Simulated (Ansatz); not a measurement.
# C6H12O: the cost of one run

Computed with Ansatz 0.2.0, Gaussian basis. Level: one geometry, several basis sets.

Plan: PBE0-D4/def2-SVP; ωB97M-V/def2-SVP; PBE0-D4/def2-QZVPP; ωB97M-V/def2-QZVPP; the functionals' def2-TZVPP values are taken from earlier runs.

**1. Structure used throughout**

The geometry comes from an earlier relaxation with PBE0-D4 in a triple-zeta def2 set; it is a stationary point, not always the lowest conformer.

19 atoms, charge 0, spin multiplicity 1.

Atoms are counted from 1 here; the program's logs count them from 0.

Bond lengths: C1–C2 1.505 Å, C1–H8 1.089 Å, C1–H9 1.093 Å, C1–H10 1.095 Å, C2–O3 1.206 Å, C2–C4 1.512 Å, C4–C5 1.521 Å, C4–H11 1.098 Å, C4–H12 1.099 Å, C5–C6 1.522 Å, C5–C7 1.521 Å, C5–H13 1.095 Å, C6–H14 1.095 Å, C6–H15 1.093 Å, C6–H16 1.091 Å, C7–H17 1.095 Å, C7–H18 1.093 Å, C7–H19 1.093 Å. Angles: C2–C1–H8 110.3°, C2–C1–H9 111.2°, C2–C1–H10 108.9°, H8–C1–H9 110.4°, H8–C1–H10 109.1°, H9–C1–H10 106.9°, C1–C2–O3 121.7°, C1–C2–C4 116.0°, O3–C2–C4 122.3°, C2–C4–C5 115.1°, C2–C4–H11 109.0°, C2–C4–H12 105.7°, C5–C4–H11 111.0°, C5–C4–H12 110.4°, H11–C4–H12 105.0°, C4–C5–C6 111.1°, C4–C5–C7 110.5°, C4–C5–H13 107.2° and more.

Geometry (Å):

```xyz
19

C    -1.1585   -2.5954   -0.3744
C    -0.8688   -1.1654   -0.7448
O    -1.5517   -0.5661   -1.5385
C     0.3326   -0.5374   -0.0762
C     0.4081    0.9780   -0.1762
C    -0.6795    1.6366    0.6602
C     1.7874    1.4719    0.2334
H    -1.8848   -3.0235   -1.0630
H    -0.2440   -3.1939   -0.3641
H    -1.5676   -2.6227    0.6407
H     0.3706   -0.8648    0.9708
H     1.2115   -0.9972   -0.5502
H     0.2349    1.2421   -1.2247
H    -0.5553    1.3898    1.7202
H    -0.6368    2.7246    0.5683
H    -1.6731    1.3139    0.3450
H     2.0054    1.2095    1.2739
H     2.5721    1.0365   -0.3912
H     1.8556    2.5591    0.1473
```

**2. PBE0-D4 in def2-SVP**

File in.yaml:

```yaml
crystal:
  periodic: [false, false, false]
  atoms:
    - {symbol: C, position_ang: [-1.158481, -2.595442, -0.374365]}
    - {symbol: C, position_ang: [-0.868796, -1.165362, -0.744840]}
    - {symbol: O, position_ang: [-1.551693, -0.566100, -1.538522]}
    - {symbol: C, position_ang: [0.332606, -0.537375, -0.076198]}
    - {symbol: C, position_ang: [0.408114, 0.977980, -0.176208]}
    - {symbol: C, position_ang: [-0.679503, 1.636647, 0.660217]}
    - {symbol: C, position_ang: [1.787357, 1.471874, 0.233427]}
    - {symbol: H, position_ang: [-1.884790, -3.023530, -1.063041]}
    - {symbol: H, position_ang: [-0.244041, -3.193920, -0.364083]}
    - {symbol: H, position_ang: [-1.567584, -2.622654, 0.640682]}
    - {symbol: H, position_ang: [0.370611, -0.864767, 0.970771]}
    - {symbol: H, position_ang: [1.211500, -0.997163, -0.550159]}
    - {symbol: H, position_ang: [0.234859, 1.242087, -1.224686]}
    - {symbol: H, position_ang: [-0.555285, 1.389750, 1.720218]}
    - {symbol: H, position_ang: [-0.636791, 2.724609, 0.568280]}
    - {symbol: H, position_ang: [-1.673058, 1.313902, 0.344983]}
    - {symbol: H, position_ang: [2.005435, 1.209520, 1.273938]}
    - {symbol: H, position_ang: [2.572089, 1.036459, -0.391167]}
    - {symbol: H, position_ang: [1.855552, 2.559084, 0.147255]}
basis:
  gaussian: {orbitals: def2-SVP}
hamiltonian: {xc: pbe0, dispersion: d4}
output: {orbitals: {seedname: orbitals}}
```

Launch:

```console
$ ansatz run in.yaml --threads 2 --pin off --events-out ev --progress --plain --max-ram 32768MiB --backend cpu
```

**Question.** How long does this run take on 2 threads of AMD EPYC 7R13, shared host, and how much memory does it need?

About 3.9 s, with a peak of 0.9 GiB.
